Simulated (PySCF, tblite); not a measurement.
**methyldimethoxychlorosilane (C₃H₉ClO₂Si): geometry, infrared bands and NMR shifts**

Wanted: the infrared bands and NMR shifts of methyldimethoxychlorosilane (C₃H₉ClO₂Si) (`CO[Si](C)(Cl)OC`), by calculation.

The runs use tblite 0.8.0 and PySCF 2.14.0, with density-fitted response routines of our own; the level of theory stands in each step. All values are computed, except where a source is named. Atoms are numbered from 0 throughout.

### Step 1. Starting geometry

16 atoms, charge 0, multiplicity 1; geometry from: force field or distance geometry start.

Bonds of the start (Å): C0–O1 1.43, O1–Si2 1.67, Si2–C3 1.86, Si2–Cl4 2.05, Si2–O5 1.65, O5–C6 1.42, C0–H7 1.10, C0–H8 1.09, C0–H9 1.09, C3–H10 1.10, C3–H11 1.08, C3–H12 1.09, C6–H13 1.10, C6–H14 1.10, C6–H15 1.08.

### Step 2. Geometry optimisation with GFN2-xTB

Job settings and geometry (Å):

```
{"job": {"kind": "relax", "xc": "GFN2-xTB", "basis": "xTB"}, "charge": 0, "multiplicity": 1}
C     -1.990900    -1.380200     1.021000
O     -1.723800    -0.033000     0.639900
Si    -0.348100     0.276200    -0.248900
C      0.061700     2.087100    -0.301400
Cl    -0.809900    -0.333000    -2.150100
O      0.887300    -0.695300     0.252200
C      2.175000    -0.546000    -0.336900
H     -2.941400    -1.379800     1.573300
H     -2.109500    -2.029000     0.147300
H     -1.230700    -1.775600     1.693800
H      0.337000     2.438300     0.700800
H      0.898100     2.278000    -0.963700
H     -0.793300     2.677800    -0.626200
H      2.845500    -1.288200     0.120200
H      2.588700     0.453100    -0.133900
H      2.146900    -0.741500    -1.398900
```

Started as:

```console
$ OMP_NUM_THREADS=1 python probes_run.py task.json out
```

This one command runs all jobs of the session in turn.

**Question.** This job is followed by: GFN2-xTB harmonic vibrations, gas phase; GIAO PBE0/pcSseg-1 NMR shielding, non-relativistic, gas phase. Predict these results of the whole session: strongest single infrared mode (GFN2-xTB); zero-point energy (GFN2-xTB); 13C shifts against TMS (PBE0/pcSseg-1, means over atoms taken as alike); 1H shifts against TMS (PBE0/pcSseg-1, means over atoms taken as alike); 17O shifts against H2O (PBE0/pcSseg-1, means over atoms taken as alike); 29Si shifts against TMS (PBE0/pcSseg-1); 35Cl shifts against HCl (PBE0/pcSseg-1).

As calculated:

| quantity | value |
| --- | --- |
| strongest single infrared mode (GFN2-xTB) | 840 cm⁻¹, 180 km/mol |
| zero-point energy (GFN2-xTB) | 76.1 kcal/mol |
| 13C shifts against TMS (PBE0/pcSseg-1, means over atoms taken as alike) | 52.4, 0.6 ppm |
| 1H shifts against TMS (PBE0/pcSseg-1, means over atoms taken as alike) | 3.85, 0.15 ppm |
| 17O shifts against H2O (PBE0/pcSseg-1, means over atoms taken as alike) | 44.8 ppm |
| 29Si shifts against TMS (PBE0/pcSseg-1) | -27.8 ppm |
| 35Cl shifts against HCl (PBE0/pcSseg-1) | 29 ppm |

Relaxing lowered the energy by 0.224 eV in 85 steps; the close pair that moved most is O1–Si2, from 1.667 to 1.612 Å. No mode is imaginary among the 42: a minimum at this level. The strongest single mode, at 840 cm⁻¹, is spread over several atoms, H10, H12, C3, Si2 among them. GFN2-xTB is a fitted tight-binding method: band positions and strengths are rough. Its intensities can rank the bands wrongly. The most deshielded carbon is C0, C6 (mean) (methyl carbon bonded to O), at 52.4 ppm: pulled downfield by the heteroatom. H7, H8, H9, H13, H14, H15 (mean) (hydrogen on a methyl carbon bonded to O) lies farthest downfield among hydrogen, at 3.85 ppm; its carbon carries O, which withdraws density. At PBE0/pcSseg-1: The largest span, 210 ppm, is at Cl4, where the paramagnetic term is -230 ppm.
